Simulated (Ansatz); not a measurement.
# SrVO3: the cost of one run

Computed with Ansatz 0.2.0 (DFT PBEsol+U (U_eff = 8 eV on V d), plane waves, PAW, unless a step's input says otherwise).

**1. The structure to begin with**

Symmetry: Pm-3m, No. 221, cubic system. Conventional cell: a = 3.841 Å, b = 3.841 Å, c = 3.841 Å, α = 90.00°, β = 90.00°, γ = 90.00°. Sr (site symmetry m-3m) has 12 O at 2.72 Å as nearest neighbours. V (site symmetry m-3m) is surrounded by 6 O at 1.92 Å. Around O (site symmetry 4/mmm) lie 2 V at 1.92 Å and 4 Sr at 2.72 Å.

Structure file:

```xyz
5
Lattice="3.8409 0.0000 0.0000 0.0000 3.8409 0.0000 0.0000 0.0000 3.8409" Properties=species:S:1:pos:R:3 pbc="T T T"
Sr    1.9204    1.9204    1.9204
V     0.0000    0.0000    0.0000
O     1.9204    0.0000    0.0000
O     0.0000    1.9204    0.0000
O     0.0000    0.0000    1.9204
```

Magnetic order typed: ferromagnetic.

An earlier series on this cell reached its lowest free state from «random orbitals: fully mixed, first filling», perhaps among other starts.

**2. Random orbitals: single harmonics, second filling**

File input.yaml:

```yaml
crystal:
  lattice:
    - [3.8408994, 0.0, 0.0]
    - [0.0, 3.8408994, 0.0]
    - [0.0, 0.0, 3.8408994]
  atoms:
    - { symbol: Sr, position: [0.5, 0.5, 0.5] }
    - { symbol: V, position: [0.0, 0.0, 0.0], spin: 1.0 }
    - { symbol: O, position: [0.5, 0.0, 0.0] }
    - { symbol: O, position: [0.0, 0.5, 0.0] }
    - { symbol: O, position: [0.0, 0.0, 0.5] }
basis:
  ecutwfc: 420
  ecutrho_ratio: 4
kpoints:
  mp_grid: { grid: [5, 5, 5] }
hamiltonian:
  xc: pbesol
  hubbard:
    sites:
      - { site: 1, l: d, u_eff: 8.0, starting_ns: [{ spin: up, occupation_matrix: s1up }, { spin: down, occupation_matrix: s1down }] }
    occupation_matrices:
      s1up:
        matrix:
          - [0.02, 0.0, 0.0, 0.0, 0.0]
          - [0.0, 0.02, 0.0, 0.0, 0.0]
          - [0.0, 0.0, 0.02, 0.0, 0.0]
          - [0.0, 0.0, 0.0, 0.97, 0.0]
          - [0.0, 0.0, 0.0, 0.0, 0.02]
      s1down:
        matrix:
          - [0.02, 0.0, 0.0, 0.0, 0.0]
          - [0.0, 0.02, 0.0, 0.0, 0.0]
          - [0.0, 0.0, 0.02, 0.0, 0.0]
          - [0.0, 0.0, 0.0, 0.02, 0.0]
          - [0.0, 0.0, 0.0, 0.0, 0.02]
    ns_hold: { iters: 12 }
scf:
  occupations: { method: gaussian, width: 0.05 }
  lower_state_search: "off"
  max_iter: 150
output:
  forces: true
  stress: true
  eigenvalues: true
  populations: true
  hubbard: { sites: [{ site: 1, l: d }] }
magnetization:
  spin_polarized: true
```

The typed matrices put 0.97 on the chosen orbitals and 0.02 on the others, and are held for 12 cycles.

Launch:

```
ansatz run input.yaml --threads 4 --pin off --max-ram 6144MiB --backend cpu --events-out ev --progress --plain --runs-dir out
```

What time and memory should one allow on 4 threads of INTEL XEON PLATINUM 8581C at 2.30GHz (Emerald Rapids), shared host?

About 2.6 s, with a peak of 0.47 GiB.
